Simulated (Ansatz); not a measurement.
**F₃H₃SiSn: one species, many methods**

The task here is to estimate one member of a computed series from the others.

Program: Ansatz 0.2.0, Gaussian basis. Level of theory: functionals in def2-TZVPP, the program's frozen cores in correlated methods. These are calculated values, not measurements.

Levels to be run: LDA (SPW92), PBE-D4, revPBE-D4, BLYP-D4, r2SCAN-D4, B97M-V, PBE0-D4, B3LYP-D4, r2SCANh-D4, r2SCAN0-D4, HSE06-D4, BHLYP-D4, CAM-B3LYP-D4, LC-ωPBE, ωB97X-V, ωB97M-V, B2PLYP, PBE-QIDH; CCSD(T)/def2-SVP; CCSD(T)/def2-TZVPP; MP2/def2-QZVPP; extrapolation to the limit; RPA on PBE.

### The geometry

All runs share one geometry, relaxed beforehand with PBE0-D4 in a triple-zeta def2 set. Sn takes the def2 core potential; no spin-orbit term is included.

SMILES `F[Si](F)(F)[SnH3]`, 8 atoms, charge 0, spin multiplicity 1.

Atoms are counted from 1 here; the program's logs count them from 0.

Bond lengths: F1–Si2 1.583 Å, Si2–F3 1.583 Å, Si2–F4 1.583 Å, Si2–Sn5 2.553 Å, Sn5–H6 1.701 Å, Sn5–H7 1.701 Å, Sn5–H8 1.701 Å. Angles: F1–Si2–F3 106.8°, F1–Si2–F4 106.8°, F1–Si2–Sn5 112.0°, F3–Si2–F4 106.8°, F3–Si2–Sn5 112.0°, F4–Si2–Sn5 112.1°, Si2–Sn5–H6 109.0°, Si2–Sn5–H7 109.0°, Si2–Sn5–H8 109.0°, H6–Sn5–H7 109.9°, H6–Sn5–H8 109.9°, H7–Sn5–H8 109.9°.

As a file:

```xyz
8
F3H3SiSn
F     0.56400   -1.68804    1.56250
Si    0.85353   -0.92174    0.20834
F     0.85552   -2.00969   -0.94107
F     2.32966   -0.35971    0.30797
Sn   -0.85024    0.92942   -0.22756
H    -0.79137    2.04914    1.05177
H    -0.46614    1.70264   -1.69334
H    -2.40275    0.24077   -0.32453
```

Set-up of the first run:

Contents of in.yaml:

```yaml
crystal:
  periodic: [false, false, false]
  atoms:
    - {symbol: F, position_ang: [0.564003, -1.688037, 1.562503]}
    - {symbol: Si, position_ang: [0.853529, -0.921738, 0.208342]}
    - {symbol: F, position_ang: [0.855517, -2.009689, -0.941066]}
    - {symbol: F, position_ang: [2.329657, -0.359708, 0.307970]}
    - {symbol: Sn, position_ang: [-0.850244, 0.929420, -0.227557]}
    - {symbol: H, position_ang: [-0.791368, 2.049139, 1.051768]}
    - {symbol: H, position_ang: [-0.466145, 1.702641, -1.693335]}
    - {symbol: H, position_ang: [-2.402748, 0.240771, -0.324525]}
basis:
  gaussian: {orbitals: def2-TZVPP}
hamiltonian: {xc: lda}
output: {orbitals: {seedname: orbitals}}
```

Started as:

```
$ ansatz run in.yaml --threads 4 --pin off --events-out ev --progress --plain --max-ram 10444MiB
```

Steps of the session up to this table: LDA; PBE-D4 (GGA); revPBE-D4 (GGA); BLYP-D4 (GGA); r2SCAN-D4 (meta-GGA); B97M-V (meta-GGA); B3LYP-D4 (hybrid); r2SCANh-D4 (hybrid); r2SCAN0-D4 (hybrid); HSE06-D4 (hybrid); BHLYP-D4 (hybrid); CAM-B3LYP-D4 (range-separated); LC-ωPBE (range-separated); ωB97X-V (range-separated); ωB97M-V (range-separated); B2PLYP (double hybrid); PBE-QIDH (double hybrid).

One of the session's tables, all rows but one given; the rest of the session is left out.

It belongs to the step «Orbital energies across the functionals». 

| functional | HOMO (eV) | gap (eV) |
| --- | --- | --- |
| LDA (SPW92) | -7.83 | 6.52 |
| PBE-D4 | -7.68 | 6.57 |
| revPBE-D4 | -7.61 | 6.61 |
| BLYP-D4 | -7.56 | 6.59 |
| r2SCAN-D4 | -7.97 | 7.13 |
| B97M-V | -8.05 | 7.04 |
| PBE0-D4 | -8.90 | 8.58 |
| B3LYP-D4 | -8.71 | 8.18 |
| r2SCANh-D4 | ? | ? |
| r2SCAN0-D4 | -9.09 | 8.92 |
| HSE06-D4 | -8.51 | 7.81 |
| BHLYP-D4 | -10.04 | 10.52 |
| CAM-B3LYP-D4 | -10.22 | 10.88 |
| LC-ωPBE | -11.48 | 13.25 |
| ωB97X-V | -11.16 | 12.80 |
| ωB97M-V | -10.96 | 12.31 |

Q: Estimate the row for r2SCANh-D4 from the others.

Worked estimate for «HOMO (eV)». Against the share of exact exchange, r2SCAN-D4 (0, -7.97), r2SCAN0-D4 (0.25, -9.09) give a slope of -4.48 per unit share; at 0.1 the line stands at -8.42.

As computed: HOMO (eV): -8.42; gap (eV): 7.85. In «HOMO (eV)» the line misses by 0.00.
